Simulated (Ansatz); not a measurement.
Run this with Ansatz's Python interface and show what comes out.

The script, `sno2_bands.py`:
```python
# -*- coding: utf-8 -*-
"""Bands of SnO2 along a path through the zone."""

import ansatz as az
import numpy as np

KSPACING = 0.4
EXTRA_BANDS = 8

vectors = np.array([
    [3.230576, 0.0, 0.0],
    [-1.615288, 2.797761, 0.0],
    [0.0, 0.0, 10.790562],
])
structure = (
    az.Lattice.of(vectors)
    .atom("Sn", (0.0, 0.0, 0.5))
    .atom("Sn", (0.0, 0.0, 0.0))
    .atom("O", (2 / 3, 1 / 3, 0.405862))
    .atom("O", (2 / 3, 1 / 3, 0.094138))
    .atom("O", (1 / 3, 2 / 3, 0.594138))
    .atom("O", (1 / 3, 2 / 3, 0.905862))
)

# high-symmetry points in fractions of the reciprocal vectors
path = [
    ("G", (0.0, 0.0, 0.0)),
    ("M", (0.5, 0.0, 0.0)),
    ("K", (0.33333, 0.33333, 0.0)),
    ("G", (0.0, 0.0, 0.0)),
    ("A", (0.0, 0.0, 0.5)),
    ("L", (0.5, 0.0, 0.5)),
    ("H", (0.33333, 0.33333, 0.5)),
]
model = structure.calculation()
model = model.basis(31 * az.Ry)
model = model.functional(az.Functional.LDA).occupations(az.OccupationsMethod.FIXED)
model = model.kpoints(spacing=KSPACING)
model = model.band_structure([point for _, point in path], intervals=8).scf(extra_bands=EXTRA_BANDS)
def show(event):
    row = event["data"]
    if event["event"] == "scf_iter" and row.get("harris_foulkes_ev") is not None:
        print(f"  iteration {row['iter']:3d}  Harris-Foulkes {row['harris_foulkes_ev']:.5f} eV  residual {row['dr2_ev']:.2e}")


out = model.session().plan().execute(on_event=show)
data = out.report

energy = data["free_energy_ev"]
print("SnO2: {:.6f} eV = {:.6f} Ry = {:.6f} Ha".format(energy, energy / 13.605693, energy / 27.211386))
print("Fermi level {:.4f} eV, {} k-points, {} symmetry operations".format(data["fermi_energy_ev"], data["n_kpoints"], data["n_symmetry_ops"]))

bands = out.band_structure()
fermi = bands.fermi_energy_ev
print(f"zero of the bands: {fermi:.3f} eV, the Fermi level found on the SCF mesh")
for spin, channel in enumerate(bands.channels):
    print("channel", spin, "- computed levels within 8 eV of the Fermi level")
    for i, (label, _) in enumerate(path):
        levels = channel.eigenvalues_ev[i * 8] - fermi
        print(f"  {label:3s}", " ".join(f"{e:7.3f}" for e in levels if abs(e) < 8))
```

```console
$ python sno2_bands.py
  iteration   1  Harris-Foulkes -13978.87258 eV  residual 2.20e-01
  iteration   2  Harris-Foulkes -13978.81410 eV  residual 8.85e-03
  iteration   3  Harris-Foulkes -13978.81132 eV  residual 2.14e-03
  iteration   4  Harris-Foulkes -13978.81076 eV  residual 3.98e-04
  iteration   5  Harris-Foulkes -13978.81064 eV  residual 2.39e-05
  iteration   6  Harris-Foulkes -13978.81064 eV  residual 7.47e-07
  iteration   7  Harris-Foulkes -13978.81064 eV  residual 1.54e-08
SnO2: -13978.810638 eV = -1027.423641 Ry = -513.711820 Ha
Fermi level 4.1897 eV, 14 k-points, 24 symmetry operations
zero of the bands: 4.190 eV, the Fermi level found on the SCF mesh
channel 0 - computed levels within 8 eV of the Fermi level
  G    -3.824  -3.566  -1.331  -1.331  -1.308  -1.308  -1.030  -0.877  -0.877  -0.853  -0.853  -0.392   1.976   2.713   5.246   5.607
  M    -6.437  -6.383  -4.356  -4.239  -3.036  -3.012  -1.443  -1.156  -0.548  -0.509  -0.449  -0.071   4.935   5.071   6.776   7.380
  K    -6.602  -6.566  -3.709  -3.709  -3.606  -3.606  -2.775  -2.678  -0.431  -0.431  -0.143  -0.143   5.844   5.863
  G    -3.824  -3.566  -1.331  -1.331  -1.308  -1.308  -1.030  -0.877  -0.877  -0.853  -0.853  -0.392   1.976   2.713   5.246   5.607
  A    -3.703  -3.703  -1.320  -1.320  -1.320  -1.320  -0.865  -0.865  -0.865  -0.865  -0.728  -0.728   2.358   2.358   5.434   5.434
  L    -6.410  -6.410  -4.299  -4.299  -3.025  -3.025  -1.318  -1.318  -0.529  -0.529  -0.243  -0.243   5.002   5.002   7.060   7.060
  H    -6.584  -6.584  -3.672  -3.672  -3.645  -3.645  -2.726  -2.726  -0.400  -0.400  -0.172  -0.172   5.854   5.854
```

What to keep in mind:
- Total energies depend on the potentials; only differences at equal settings carry meaning. A total without «per atom» is that of the cell as typed.
- With fixed filling the reported Fermi level is the top filled level among the k-points of the SCF.
- Only differences from the Fermi energy are physical; the zero of the scale is a convention.
- The structure comes from a database of computed cells and needn't be a stable or known phase.
- Gaps and levels are Kohn-Sham values on a finite set of k-points, without spin-orbit coupling.
- Finished in 7.1 s on 1 thread of Arm Neoverse V1, on a shared host, peak memory 0.39 GiB.

(A comment or docstring line of the script was reworded after the run, the code is as it ran; lines on the test bed's own set-up are left out of the output.)
